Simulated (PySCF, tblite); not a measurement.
# Cl₃GeH₃HfO, a small molecule taken as a stand-in for a surface group (germyl): NMR shifts, core binding energies and electronic excitations

Wanted: the NMR shifts, core binding energies and electronic excitations for `[Cl][Hf]([Cl])([Cl])[O][GeH3]`.

Computed with tblite 0.8.0 and PySCF 2.14.0; each step states its level. No surroundings beyond the atoms listed, unless a continuum is named. Atoms count from 0, parts from 1.

## (1) Starting point

9 atoms, charge 0, multiplicity 1; geometry: distance geometry start.

## (2) Geometry optimisation with GFN2-xTB

What the job is given:

```
{"job": {"kind": "relax", "xc": "GFN2-xTB", "basis": "xTB"}, "charge": 0, "multiplicity": 1}
Ge    -0.742442     0.778959    -1.158961
O      0.706808     1.129389    -0.052115
Hf     1.981673    -0.312569     0.749200
Cl     4.163898     0.021540    -0.127667
Cl     2.011692    -0.142639     3.104233
Cl     1.202079    -2.459472     0.118413
H     -1.969789     0.630864    -0.316173
H     -0.474321    -0.490451    -1.950657
H     -0.931680     1.924669    -2.108927
```

Level: GFN2-xTB geometry optimisation, gas phase.

Run with:

```bash
$ OMP_NUM_THREADS=1 python cluster_run.py task.json out
```

The driver reads the jobs from task.json and runs them one after another.

**Question.** The jobs that follow are: PBE0-D3(BJ)/def2-SVP geometry optimisation, gas phase; GIAO PBE0/pcSseg-1 Hf:def2-SVP NMR shielding, non-relativistic, gas phase; delta-SCF UKS SCAN, pcX-2 on the ionised atom, pcseg-1 elsewhere (x2c-SVPall past Kr), spin-free X2C; TDDFT CAM-B3LYP/def2-SVPD, vertical, gas phase, core orbitals frozen in the response. Predict: point group; rotational constants (main isotopes); ¹H shifts against TMS (PBE0/def2-SVP+pcSseg-1); ⁷³Ge shifts against GeMe4 (PBE0/def2-SVP+pcSseg-1); ¹⁷O shifts against H2O (PBE0/def2-SVP+pcSseg-1); ³⁵Cl shifts against HCl (PBE0/def2-SVP+pcSseg-1, means over atoms taken as alike); Cl2p binding energies, SCAN/pcX-2; O1s binding energies, SCAN/pcX-2; lowest singlet (CAM-B3LYP/def2-SVPD); brightest single state of those computed; lowest triplet; vertical ionisation energy (ΔSCF).

The runs gave:

```
                                                                         quantity                        value
                                                                      point group                           C3
                                             rotational constants (main isotopes)         0.96, 0.39, 0.39 GHz
                                   ¹H shifts against TMS (PBE0/def2-SVP+pcSseg-1)         5.35, 5.35, 5.34 ppm
                               ⁷³Ge shifts against GeMe4 (PBE0/def2-SVP+pcSseg-1)                      -63 ppm
                                  ¹⁷O shifts against H2O (PBE0/def2-SVP+pcSseg-1)                    279.5 ppm
³⁵Cl shifts against HCl (PBE0/def2-SVP+pcSseg-1, means over atoms taken as alike)                 389, 388 ppm
                                                Cl2p binding energies, SCAN/pcX-2    Cl4 206.24, Cl3 206.22 eV
                                                 O1s binding energies, SCAN/pcX-2                 O1 537.85 eV
                                             lowest singlet (CAM-B3LYP/def2-SVPD)  6.61 eV (188 nm), f = 0.000
                                         brightest single state of those computed  state 4, 6.85 eV, f = 0.043
                                                                   lowest triplet                      6.30 eV
                                                vertical ionisation energy (ΔSCF)                     11.37 eV
```

The optimisation took 14 steps and gained 1.373 eV; among the close pairs (by a distance rule), Ge0–Hf2 changed most, from 2.820 to 3.683 Å (PBE0/def2-SVP). The Cl2p levels computed lie within 0.03 eV of one another, too close to rank. The lowest singlet, at 6.61 eV, is HOMO−1→LUMO 0.44, HOMO−2→LUMO+1 0.36 and is dark; of the 6 states computed, the strongest absorption comes from states 4 to 6 together at 6.85 eV (the last computed, so partners may be missing). The lowest triplet lies 0.31 eV below the lowest singlet (triplets in Tamm-Dancoff, singlets in full TDDFT). Spin-orbit coupling, left out, mixes singlets and triplets in elements this heavy. The orbital energy would give 10.63 eV for ionisation, ΔSCF gives 11.37 eV. In this run the hole sits in HOMO−1, not in the HOMO; unless the two are degenerate, this need not be the first ionisation. Spin-orbit coupling is left out, which matters for shieldings and couplings at and beside the heavy atoms.
